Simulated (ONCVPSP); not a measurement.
# Te: generating and testing an ONCV potential

Aim: build the potential from the settings below, then test how well it stands in for the atom: other configurations, scattering, ghost states and the plane-wave cutoff that it needs.

Method: ONCVPSP 4.0.1.1 (patched build), PBE, scalar-relativistic.

**1. The design**

Typed settings, in words:

* element: tellurium (Te, Z = 52)
* type: optimised norm-conserving Vanderbilt (ONCV)
* frozen core: [Kr]
* valence charge: 16
* reference configuration: 4d10 5s2 5p4
* partial waves: 5s: rc 1.70 bohr, ncon 5, nbas 9, qcut 3.1 1/bohr, 1 projector; 5p: rc 2.35 bohr, ncon 4, nbas 8, qcut 3 1/bohr, 1 projector; 4d: rc 1.15 bohr, ncon 5, nbas 10, qcut 13.6 1/bohr, 2 projectors, debl 1.8 Ha; f scattering state at 0.45 Ha: rc 2.15 bohr, ncon 4, nbas 9, qcut 4.8 1/bohr, 2 projectors, debl 2 Ha
* local potential: polynomial inside 1.15 bohr (lpopt 3, dvloc0 4 Ha)
* core correction: Teter function, parameters optimised by the program

The nodes and maxima of the atom's own shells, from an earlier all-electron run, set the scale for the radii.

All-electron outer shells of the reference configuration (PBE, scalar-relativistic, ld1.x):

| shell | level (eV) | outermost node (bohr) | outermost maximum (bohr) |
| --- | --- | --- | --- |
| 4s | -164.39 | 0.38 | 0.70 |
| 4p | -114.41 | 0.38 | 0.74 |
| 4d | -41.65 | 0.36 | 0.81 |
| 5s | -15.11 | 0.91 | 1.80 |
| 5p | -5.95 | 1.00 | 2.17 |

**2. Generation**

File Te.dat:

```
# ATOM AND REFERENCE CONFIGURATION
# atsym  z   nc   nv     iexc    psfile
  Te 52.00    8    3        4      upf
#
#   n    l    f
    1    0    2.00
    2    0    2.00
    2    1    6.00
    3    0    2.00
    3    1    6.00
    3    2   10.00
    4    0    2.00
    4    1    6.00
    4    2   10.00
    5    0    2.00
    5    1    4.00
#
# PSEUDOPOTENTIAL AND OPTIMIZATION
# lmax
    3
#
#   l,   rc,      ep,       ncon, nbas, qcut
    0    1.70    0.00    5    9    3.10
    1    2.35    0.00    4    8    3.00
    2    1.15    0.00    5   10   13.60
    3    2.15    0.45    4    9    4.80
#
# LOCAL POTENTIAL
# lloc, lpopt,  rc(5),   dvloc0
    4    3    1.15    4.00
#
# VANDERBILT-KLEINMAN-BYLANDER PROJECTORs
# l, nproj, debl
    0    1    0.30
    1    1    2.70
    2    2    1.80
    3    2    2.00
#
# MODEL CORE CHARGE
# icmod, fcfact, rcfact
    4    0.70    0.00
#
# LOG DERIVATIVE ANALYSIS
# epsh1, epsh2, depsh
   -3.00    5.00    0.02
#
# OUTPUT GRID
# rlmax, drl
    6.00    0.01
#
# TEST CONFIGURATIONS
# ncnf
    4
# nvcnf
#   n    l    f
    3
    4    2   10.00
    5    0    2.00
    5    1    3.00
#
    3
    4    2   10.00
    5    0    2.00
    5    1    2.00
#
    3
    4    2   10.00
    5    0    2.00
    5    1    1.00
#
    3
    4    2    9.00
    5    0    2.00
    5    1    4.00
#
```

Launch:

```bash
$ oncvpsp.x < Te.dat > Te.out
```

Q: Predict the outcome of this session. Wanted: cutoffs for 1 and 0.1 mHa per electron, occupied waves; bound ghosts; GHOST(+) flags; largest test error; largest phase difference near zero energy, channels read; rms error of d²Exc/dn², without and with the model core.

As calculated:

```
                                                quantity                      value
  cutoffs for 1 and 0.1 mHa per electron, occupied waves            54 Ha and 68 Ha
                                            bound ghosts             s at -51.29 eV
                                          GHOST(+) flags                 p at 17 eV
                            largest test error (AE − PS)  +129 meV, for 4d9 5s2 5p4
largest phase difference near zero energy, channels read                  0.034 rad
 rms error of d²Exc/dn², without and with the model core          4.94 and 0.21 mHa
```

**Reading.** A bound ghost (s) makes it unfit for use: electrons can fall into a state that the atom doesn't have. The worst unpolarised test, 4d9 5s2 5p4, is off by 129 meV on 49.3 eV; by total energies transferability rates as fair for so large an energy. That test lies far up in energy; among those under 40 eV, nearer to bonding, the largest error is 18 meV. By its cutoff, 54 Ha for the looser tolerance, it is hard. At the looser tolerance the 4d wave is the slowest; 5s needs 22 Ha. Of the channels read, p scatters worst near zero energy, by up to 0.03 rad. The pseudo curves have a pole with no partner nearby in the atom's: s at -1.86 Ha. The program also flags highly localised states, GHOST(+) (p).
